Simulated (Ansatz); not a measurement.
# F2H3OSi2 radical: a ladder of functionals and wavefunction methods

An exercise on one series of results from a longer session: the logs are not shown, and one member is left open.

Method: functionals in def2-TZVPP, the program's frozen cores in correlated methods; program: Ansatz 0.2.0, Gaussian basis.

The runs, in order: LDA (SPW92), PBE-D4, revPBE-D4, BLYP-D4, r2SCAN-D4, B97M-V, PBE0-D4, B3LYP-D4, r2SCANh-D4, r2SCAN0-D4, HSE06-D4, BHLYP-D4, CAM-B3LYP-D4, LC-ωPBE, ωB97X-V, ωB97M-V, B2PLYP, PBE-QIDH; CCSD(T)/def2-SVP; CCSD(T)/def2-TZVPP; MP2/def2-QZVPP; extrapolation to the limit; RPA on PBE.

## Structure used throughout

All runs share one geometry, relaxed beforehand with PBE0-D4 in a triple-zeta def2 set.

SMILES `F[SiH](F)O[SiH2]`, 8 atoms, charge 0, spin multiplicity 2.

Atoms are counted from 1 here; the program's logs count them from 0.

Bond lengths: F1–Si2 1.582 Å, Si2–F3 1.581 Å, Si2–O4 1.603 Å, Si2–H6 1.464 Å, O4–Si5 1.648 Å, Si5–H7 1.488 Å, Si5–H8 1.490 Å. Angles: F1–Si2–F3 106.8°, F1–Si2–O4 110.0°, F1–Si2–H6 109.6°, F3–Si2–O4 109.8°, F3–Si2–H6 109.5°, O4–Si2–H6 111.0°, Si2–O4–Si5 152.4°, O4–Si5–H7 107.2°, O4–Si5–H8 109.1°, H7–Si5–H8 111.0°.

Set-up of the first run:

The input, in.yaml:

```yaml
crystal:
  periodic: [false, false, false]
  atoms:
    - {symbol: F, position_ang: [-0.116614, -0.408052, 2.158632]}
    - {symbol: Si, position_ang: [0.851291, 0.117096, 1.023496]}
    - {symbol: F, position_ang: [2.027094, -0.932721, 0.905266]}
    - {symbol: O, position_ang: [0.064043, 0.211120, -0.369584]}
    - {symbol: Si, position_ang: [-0.912969, -0.413678, -1.540273]}
    - {symbol: H, position_ang: [1.395466, 1.420729, 1.407235]}
    - {symbol: H, position_ang: [-0.937877, 0.564136, -2.661895]}
    - {symbol: H, position_ang: [-2.278338, -0.615829, -0.978677]}
basis:
  gaussian: {orbitals: def2-TZVPP}
magnetization: {spin_polarized: true, initial_magnetization: 1}
hamiltonian: {xc: lda}
output: {orbitals: {seedname: orbitals}}
```

Started as:

```
ansatz run in.yaml --threads 4 --pin off --events-out ev --progress --plain --max-ram 10444MiB
```

Steps of the session up to this table: LDA; PBE-D4 (GGA); revPBE-D4 (GGA); BLYP-D4 (GGA); r2SCAN-D4 (meta-GGA); B97M-V (meta-GGA); B3LYP-D4 (hybrid); r2SCANh-D4 (hybrid); r2SCAN0-D4 (hybrid); HSE06-D4 (hybrid); BHLYP-D4 (hybrid); CAM-B3LYP-D4 (range-separated); LC-ωPBE (range-separated); ωB97X-V (range-separated); ωB97M-V (range-separated); B2PLYP (double hybrid); PBE-QIDH (double hybrid).

One of the session's tables, all rows but one given; the rest of the session is left out.

It belongs to the step «Orbital energies across the functionals». 

| functional | HOMO (eV) | LUMO (eV) | gap (eV) |
| --- | --- | --- | --- |
| LDA (SPW92) | -5.18 | -3.89 | 1.29 |
| PBE-D4 | -5.22 | -3.43 | 1.79 |
| revPBE-D4 | -5.21 | -3.28 | 1.93 |
| BLYP-D4 | ? | ? | ? |
| r2SCAN-D4 | -5.58 | -2.94 | 2.64 |
| B97M-V | -5.30 | -3.75 | 1.55 |
| PBE0-D4 | -6.40 | -2.49 | 3.91 |
| B3LYP-D4 | -6.11 | -2.92 | 3.19 |
| r2SCANh-D4 | -6.01 | -2.64 | 3.37 |
| r2SCAN0-D4 | -6.65 | -2.20 | 4.46 |
| HSE06-D4 | -6.00 | -2.87 | 3.12 |
| BHLYP-D4 | -7.38 | -1.72 | 5.66 |
| CAM-B3LYP-D4 | -7.63 | -1.63 | 5.99 |
| LC-ωPBE | -9.09 | -0.15 | 8.94 |
| ωB97X-V | -8.55 | -0.73 | 7.82 |
| ωB97M-V | -8.16 | -0.88 | 7.29 |

Q: Estimate the row for BLYP-D4 from the others.

Worked estimate for «HOMO (eV)». Against the share of exact exchange, B3LYP-D4 (0.2, -6.11), BHLYP-D4 (0.5, -7.38) give a slope of -4.23 per unit share; at 0 the line stands at -5.26.

**Answer.** HOMO (eV): -5.02; LUMO (eV): -3.49; gap (eV): 1.53. In «HOMO (eV)» the line misses by -0.24.
